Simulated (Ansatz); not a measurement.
Working through a test of scalar relativity of GaN (charge +1)

With the Python package of Ansatz (0.2.0).

`gan.xyz`
```text
2

Ga    0.00000    0.00000    0.00000
N     0.00000    0.00000    1.96000
```

Run as a notebook:

**Cell 1**
```python
import ansatz as az
import numpy as np
```

**Cell 2**
```python
gan = az.Crystal.molecule_from_extxyz("gan.xyz")
```

**Cell 3**
```python
calc = gan.calculation().functional("pbe0", dispersion="d3bj").charge(1).spin("collinear", total=3).forces()
sets = {"none": "cc-pVTZ", "scalar": "cc-pVTZ-DK"}
found = {kind: calc.basis(gaussian=basis).pseudopotentials(relativity=kind).run().report for kind, basis in sets.items()}
for kind, each in found.items():
    dipole = 4.803205 * np.linalg.norm(each["charge_distribution"]["dipole_moment_e_ang"])
    print(f"{kind:7s} E = {each['free_energy_ev']:.4f} eV  dipole {dipole:.3f} D  largest force component {np.abs(each['forces_ev_ang']).max():.4f} eV/A")
print(f"relativity lowers the total energy by {found['none']['free_energy_ev'] - found['scalar']['free_energy_ev']:.3f} eV")
```
Output:
```text
none    E = -53848.8208 eV  dipole 0.603 D  largest force component 1.6297 eV/A
scalar  E = -54366.4401 eV  dipole 0.503 D  largest force component 1.7158 eV/A
relativity lowers the total energy by 517.619 eV
```

Caveats:
- Total energies depend on the basis set; only differences at equal settings carry meaning.
- The geometry is a force-field or estimated start, not a minimum of this method. The basis set changes with the Hamiltonian (a set recontracted for scalar relativity), and most of the change in the total lies in the cores.
- The run takes the species as open-shell (spin multiplicity 4), which needn't be its ground state.
- An ion's dipole depends on the origin; the program takes it about the centre of nuclear charge.
- The spin state was assumed, and another may lie lower.
- It ran for 3.8 s on 1 thread of Arm Neoverse V2, with other jobs on the host, peak memory 0.21 GiB.
